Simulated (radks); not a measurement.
# Ne⁺ in [He] 2s2 2p5: an all-electron calculation

One table from this session's results is given with a row withheld; the runs are named, their logs left out.

Program: radks (a radial shooting solver on a logarithmic mesh, Libxc functionals) version 1. Level of theory: Dirac Kohn-Sham, LDA (Slater exchange, VWN5 correlation), spin-unpolarised, spherical densities, finite nucleus; open shells are shared between the two j in proportion to 2j + 1. These are calculated values, not measurements, unless marked.

## The atom as given

- element: neon (Z = 10)
- charge: +1
- electrons: 9
- configuration: [He] 2s2 2p5
- nuclear rms radius: 3.0055 fm

The outer shells:

Ne⁺
```
[He] core
2s [↑↓]
2p [↑↓][↑↓][↑ ]
```

The first run:

The run's settings:

```text
Z 10
configuration [He] 2s2 2p5
relativity Dirac
functional lda,vwn5
spin unpolarised
j_filling average
nucleus finite rms 3.0055 fm
c 137.035999084
```

One of the session's tables, all rows but one given; the rest of the session is left out.

It belongs to the step «Shells». Radial moments (bohr):

| level | <r> | outermost maximum (interpolated) | 90 % within |
| --- | --- | --- | --- |
| 1s1/2 | 0.1587 | 0.103 | 0.284 |
| 2s1/2 | 0.8686 | 0.674 | 1.39 |
| 2p1/2 | 0.8819 | 0.600 | 1.52 |
| 2p3/2 | ? | ? | ? |

**Question.** Estimate the row for 2p3/2.

The run gave: <r>: 0.8840; outermost maximum (interpolated): 0.601; 90 % within: 1.52. In the column «<r>» it is the highest.

Caveats from the session: Spin polarisation and multiplet splitting are left out.
